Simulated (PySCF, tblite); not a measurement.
**C5H5F3O: geometry, infrared bands and NMR shifts**

Aim: predict the infrared bands and NMR shifts of C5H5F3O (`C/C(C=O)=C/C(F)(F)F`).

Computed with tblite 0.8.0 and PySCF 2.14.0, with density-fitted response routines of our own, on a single molecule in the gas phase. Atoms count from 0, in the outputs and in this text.

**1. The molecule as given**

14 atoms, charge 0, multiplicity 1; geometry from: force field or distance geometry start.

Bonds of the start (Å): C0–C1 1.49, C1–C2 1.48, C2–O3 1.24, C1–C4 1.36, C4–C5 1.48, C5–F6 1.36, C5–F7 1.36, C5–F8 1.36, C0–H9 1.09, C0–H10 1.10, C0–H11 1.10, C2–H12 1.09, C4–H13 1.08.

**2. Optimising the geometry with GFN2-xTB**

What the job is given:

```
{"job": {"kind": "relax", "xc": "GFN2-xTB", "basis": "xTB"}, "charge": 0, "multiplicity": 1}
C     -1.870300    -0.535200    -0.325700
C     -0.512500     0.039600    -0.124200
C     -0.372300     1.506500    -0.294000
O     -1.340300     2.218600    -0.608800
C      0.554300    -0.722600     0.226100
C      1.948400    -0.269500     0.448500
F      2.027300     0.629300     1.460800
F      2.481200     0.330600    -0.643500
F      2.768200    -1.308400     0.771500
H     -1.903600    -1.618200    -0.170500
H     -2.227600    -0.334700    -1.346200
H     -2.594200    -0.091100     0.380700
H      0.613500     1.947100    -0.136900
H      0.427200    -1.792300     0.340100
```

On the command line:

```
$ OMP_NUM_THREADS=1 python probes_run.py task.json out
```

The driver reads the jobs from task.json and runs them one after another.

**Question.** This job is followed by: GFN2-xTB harmonic vibrations, gas phase; GIAO PBE0/pcSseg-1 NMR shielding, non-relativistic, gas phase. Predict these results of the whole session: strongest single infrared mode (GFN2-xTB); zero-point energy (GFN2-xTB); ¹³C shifts against TMS (PBE0/pcSseg-1); ¹H shifts against TMS (PBE0/pcSseg-1, means over atoms taken as alike); ¹⁷O shifts against H2O (PBE0/pcSseg-1); ¹⁹F shifts against CFCl3 (PBE0/pcSseg-1, means over atoms taken as alike).

As calculated:

| quantity | value |
| --- | --- |
| strongest single infrared mode (GFN2-xTB) | 1057 cm⁻¹, 299 km/mol |
| zero-point energy (GFN2-xTB) | 57.0 kcal/mol |
| ¹³C shifts against TMS (PBE0/pcSseg-1) | 195.4, 155.7, 140.2, 131.6, 19.8 ppm |
| ¹H shifts against TMS (PBE0/pcSseg-1, means over atoms taken as alike) | 10.50, 6.86, 2.01 ppm |
| ¹⁷O shifts against H2O (PBE0/pcSseg-1) | 719.6 ppm |
| ¹⁹F shifts against CFCl3 (PBE0/pcSseg-1, means over atoms taken as alike) | -64.3 ppm |

In words: Over 26 steps the energy fell by 0.123 eV; of the close pairs, C2–O3 changed most, 1.242 to 1.200 Å. All 36 modes are real, so the xTB geometry is a minimum. The strongest single mode, at 1057 cm⁻¹, moves mainly C5. GFN2-xTB is a fitted tight-binding method: band positions and strengths are rough. Its intensities can rank the bands wrongly. The most deshielded carbon is C2 (aldehyde carbonyl carbon), at 195.4 ppm: the double bond to the heteroatom, with no lone-pair donor beside it, deshields it most. H12 (hydrogen on an aldehyde carbonyl carbon) lies farthest downfield among hydrogen, at 10.50 ppm; deshielded by the polar, anisotropic C=O bond. At PBE0/pcSseg-1: The widest tensor belongs to O3: span 1488 ppm, with a paramagnetic part of -781 ppm.
